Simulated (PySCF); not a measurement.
# Cl4Ga ([GaCl4]-): the cost of one run

Programs: PySCF 2.14.0, with routines of our own; each step states its level. All values are computed. Atoms count from 0.

## 1. The system as given

5 atoms, charge -1, multiplicity 1; geometry from: GFN2-xTB.

## 2. Relaxing the molecule at PBE0-D3(BJ)/def2-SVP

What the job is given:

```
{"job": {"xc": "PBE0", "basis": "def2-SVP", "d3": "d3bj", "grid": 1, "maxiter": 30, "kind": "geom"}, "charge": -1, "multiplicity": 1}
Ga     0.000430    -0.000430    -0.000240
Cl     0.010330    -0.016710     2.171130
Cl     2.044070     0.010770    -0.733200
Cl    -1.031040     1.775940    -0.704760
Cl    -1.023790    -1.769570    -0.732920
```

Launch:

```sh
$ OMP_NUM_THREADS=1 python heavy_run.py task.json out
```

One launch serves the whole session: the jobs run in the order shown.

**Question.** How long does this first job take on 1 thread of Intel Xeon Platinum 8488C, shared host, and how much memory does it need?

About 32 s, with a peak of 0.4 GiB.
